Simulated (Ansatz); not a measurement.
# GaH₃ (SMILES [GaH3]): functionals against CCSD(T) at one geometry

The task here is to estimate one member of a computed series from the others.

Computed with Ansatz 0.2.0, Gaussian basis. Level: single points in def2-TZVPP.

Cores are frozen in the correlated methods. Filled d shells of the heavier atoms are correlated.

**Where the work starts**

4 atoms, charge 0, spin multiplicity 1.

Atoms are counted from 1 here; the program's logs count them from 0.

Bond lengths: Ga1–H2 1.657 Å, Ga1–H3 1.748 Å, Ga1–H4 1.611 Å. Angles: H2–Ga1–H3 111.7°, H2–Ga1–H4 128.2°, H3–Ga1–H4 120.1°.

Geometry (Å):

```mol
GaH3
  3D, bonds by distance, orders not assigned

  4  3  0  0  0  0  0  0  0  0999 V2000
    0.0026    0.0917   -0.0182 Ga  0  0
    1.2479    0.3024    1.0549 H   0  0
   -0.5550   -1.5643   -0.0421 H   0  0
   -0.6655    1.1840   -0.9959 H   0  0
  1  2  8  0
  1  3  8  0
  1  4  8  0
M  END
```

The first run:

run/in.yaml reads:

```yaml
crystal:
  periodic: [false, false, false]
  atoms:
    - {symbol: Ga, position_ang: [0.002600, 0.091700, -0.018200]}
    - {symbol: H, position_ang: [1.247900, 0.302400, 1.054900]}
    - {symbol: H, position_ang: [-0.555000, -1.564300, -0.042100]}
    - {symbol: H, position_ang: [-0.665500, 1.184000, -0.995900]}
basis:
  gaussian: {orbitals: def2-TZVPP}
correlation: {method: ccsd_t}
output: {forces: true}
```

No record of the launch command was kept for these runs.

Among the steps run: CCSD(T)/def2-TZVPP; PBE0-D4/def2-TZVPP; wB97M-V/def2-TZVPP; r2SCAN-D4/def2-TZVPP; PBE-D4/def2-TZVPP; r2SCAN0-D4/def2-TZVPP; revPBE-D4/def2-TZVPP.

One of the session's tables, all rows but one given; the rest of the session is left out.

```
    method  RMS force component (eV/Å)  angle to CCSD(T) forces (°)  dipole (D)
   CCSD(T)                       0.776                    reference        0.59
   PBE0-D4                       0.747                          1.8        0.59
   wB97M-V                       0.797                          1.0        0.62
 r2SCAN-D4                           ?                            ?           ?
    PBE-D4                       0.675                          4.7        0.56
r2SCAN0-D4                       0.807                          1.1        0.61
 revPBE-D4                       0.655                          6.2        0.57
```

Estimate the missing values for r2SCAN-D4.

As computed: RMS force component (eV/Å): 0.769; angle to CCSD(T) forces (°): 0.3; dipole (D): 0.59. In the column «RMS force component (eV/Å)» it lies between PBE0-D4 (0.747) and CCSD(T) (0.776).
